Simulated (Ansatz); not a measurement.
two structures of In, a comparison of enthalpies under pressure

Computed with Ansatz 0.2.0 through its Python package.

At the Python prompt:
```pycon
>>> import warnings
>>> import ansatz as az
>>> import numpy as np
>>> import pandas as pd
>>> FUNCTIONAL = "PBEsol"
>>> ECUT = 460
>>> K_SPACING = 0.16
>>> SMEARING = "gaussian"
>>> WIDTH_EV = 0.1
>>> def sc(first, a):
...     return (
...         az.Lattice.cubic(a)
...         .space_group(221)
...         .atom(first, (0, 0, 0))
...     )
...
>>> def bcc(A, a):
...     return (
...         az.Lattice.bcc(a)
...         .space_group(229)
...         .atom(A, (0, 0, 0))
...         .primitive()
...     )
...
>>> def ground_state(name, crystal, pressure=0.0):
...     calc = (
...         crystal.calculation()
...         .functional(FUNCTIONAL)
...         .basis(ECUT)
...         .kpoints(spacing=K_SPACING)
...         .occupations(SMEARING, width=WIDTH_EV)
...     )
...     calc = calc.relax(force_tolerance=0.03, max_steps=60, cell=True, pressure=pressure)
...     return calc.run()
...
>>> def volume_per_atom(outcome):
...     return abs(np.linalg.det(outcome.lattice.cell_ang)) / len(outcome.lattice.sites)
...
>>> warnings.simplefilter("ignore", az.DeckWarning)
>>> phases = {}
>>> phases["sc"] = sc("In", 3.06)
>>> phases["bcc"] = bcc("In", 3.74)
>>> pressures = [0, 10, 20, 30]
>>> enthalpy, volume = {name: [] for name in phases}, {name: [] for name in phases}
>>> for p in pressures:
...     for name, crystal in phases.items():
...         o = ground_state(name, crystal, pressure=p)
...         volume[name].append(volume_per_atom(o))
...         enthalpy[name].append(o.report["energy_sigma0_ev"] / len(o.lattice.sites) + p * volume[name][-1] / 160.21766)
...
>>> gap = np.array(enthalpy["bcc"]) - np.array(enthalpy["sc"])
>>> rows = [(p, va, vb, 1000 * d) for p, va, vb, d in zip(pressures, volume["sc"], volume["bcc"], gap)]
>>> print(pd.DataFrame(rows, columns=["P (GPa)", "V sc (A^3/atom)", "V bcc (A^3/atom)", "H(bcc) - H(sc) (meV/atom)"]).round(4).to_string(index=False))
 P (GPa)  V sc (A^3/atom)  V bcc (A^3/atom)  H(bcc) - H(sc) (meV/atom)
       0          27.2724           25.7559                   -93.3168
      10          23.1678           22.1228                  -169.6653
      20          21.1238           20.2436                  -228.7972
      30          19.7660           18.9618                  -281.1857
>>> crossings = [p0 - g0 * (p1 - p0) / (g1 - g0) for p0, p1, g0, g1 in zip(pressures, pressures[1:], gap, gap[1:]) if g0 * g1 < 0]
>>> print("crossing near", [round(float(p), 1) for p in crossings], "GPa") if crossings else print("no crossing in this range")
no crossing in this range
```

Reading the output:
- Total energies depend on the potentials; only differences at equal settings carry meaning.
- At a fixed pressure a relaxation lowers the enthalpy F + PV, while F alone can rise.
- Only these two structures are compared, at zero temperature and with their symmetry kept; either may be hypothetical, and another phase may be lower than both. Differences under about 40 meV an atom lie within the error of mesh and functional.
- The cells are prototypes set up for this calculation and needn't exist.
- Hardware and time: 55 s on 1 thread of Arm Neoverse V2 (shared host), peak memory 0.48 GiB.
